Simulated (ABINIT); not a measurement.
This ABINIT 10.8.3 (patched build) run on Rb2In needs a look.

Contents of run.abi:

```
# Datasets
ndtset 2

# Pseudopotentials
pp_dirpath "./"
pseudos "Rb.LDA_PW-JTH.xml, In.LDA_PW-JTH_sp.xml"

# Structure
acell 5.6634055072 5.5657440436 5.6692491026 Angstrom
rprim
    -0.0043627460     0.7120627324     0.7021022943
     0.7174517852     0.0135056516     0.6964772310
     0.7123978726     0.7017564281     0.0052140944
ntypat 2
znucl 37 49
natom 3
typat 1 1 2
chkprim 0
chksymtnons 0
tolsym 1.0e-6
xred
            1/4            1/4            1/4
            3/4            3/4            3/4
            0.0            0.0            0.0

# Plane-wave basis
ecut 4.0
pawecutdg 24.0

# k points
ngkpt 8 8 8
nshiftk 1
shiftk 0.0 0.0 0.0

# Exchange and correlation
ixc 7

# Bands and occupations
nband 19
occopt 3
tsmear 0.00734986

# SCF cycle
nstep 75

# Output
prteig 0
prtebands 0
prtwf 0
prtden 0
prtpot 0

# Dataset 1: ground state
kptopt1 1
tolvrs1 1.0e-11
prtwf1 1
tolwfr1 1.0e-14
nbdbuf1 4
nline1 6

# Dataset 2: response at q = 0 to atomic displacements
rfphon2 1
rfatpol2 1 3
rfdir2 1 1 1
getwfk2 1
kptopt2 2
nqpt2 1
qpt2 0.0 0.0 0.0
tolvrs2 1.0e-8
```

Potentials or basis: JTH PAW LDA v2.0 sp.

Command:

```console
$ abinit run.abi > log 2>&1
```

run.abo:

```text
.Version 10.8.3 of ABINIT
 DATASET    1 : space group P-1 (#  2); Bravais aP (primitive triclinic)
================================================================================
 Values of the parameters that define the memory need for DATASET  1.
     intxc =       0    ionmov =       0      iscf =      17    lmnmax =      13
     lnmax =       5     mgfft =      20  mpssoang =       3    mqgrid =    3001
     natom =       3  nloc_mem =       2    nspden =       1   nspinor =       1
    nsppol =       1      nsym =       2    n1xccc =       1    ntypat =       2
    occopt =       3   xclevel =       1
       mpw =         330          nfft =        8000          nkpt =         260
 PAW method is used; the additional fine FFT grid is defined by:
   mgfftf=        48    nfftf =    110592
================================================================================
================================================================================

 DATASET    2 : space group P-1 (#  2); Bravais aP (primitive triclinic)
================================================================================
[... 325 lines left out ...]
 Coarse grid specifications (used for wave-functions):

 getcut: wavevector=  0.0000  0.0000  0.0000  ngfft=  20  20  20
         ecut(hartree)=      4.000   => boxcut(ratio)=   2.07389

 Fine grid specifications (used for densities):

 getcut: wavevector=  0.0000  0.0000  0.0000  ngfft=  48  48  48
         ecut(hartree)=     24.000   => boxcut(ratio)=   2.03199
--------------------------------------------------------------------------------

 ==>  initialize data related to q vector <==

 The list of irreducible perturbations for this q vector is:
    1)    idir= 1    ipert=   1
    2)    idir= 2    ipert=   1
    3)    idir= 3    ipert=   1
    4)    idir= 1    ipert=   3
    5)    idir= 2    ipert=   3
    6)    idir= 3    ipert=   3
[... 273 lines left out ...]
     iter   2DEtotal(Ha)        deltaE(Ha) residm    vres2
-ETOT  1   18.241155697130     -2.148E+01 7.047E-01 6.469E+04
 ETOT  2   5.9310918714994     -1.231E+01 7.839E-02 1.308E+04
 ETOT  3   3.2112116756127     -2.720E+00 3.382E-02 3.761E+02
 ETOT  4   3.1391676624030     -7.204E-02 3.309E-03 1.279E+01
 ETOT  5   3.1372994955121     -1.868E-03 1.295E-03 1.272E+00
 ETOT  6   3.1371300063992     -1.695E-04 2.462E-04 7.506E-02
 ETOT  7   3.1371149655283     -1.504E-05 3.681E-04 3.800E-03
```

Question: Diagnose the run.

Answer: The run was cut off at its time limit. The input holds a flaw that was put in on purpose: cutoff far too low (ecut = 4).
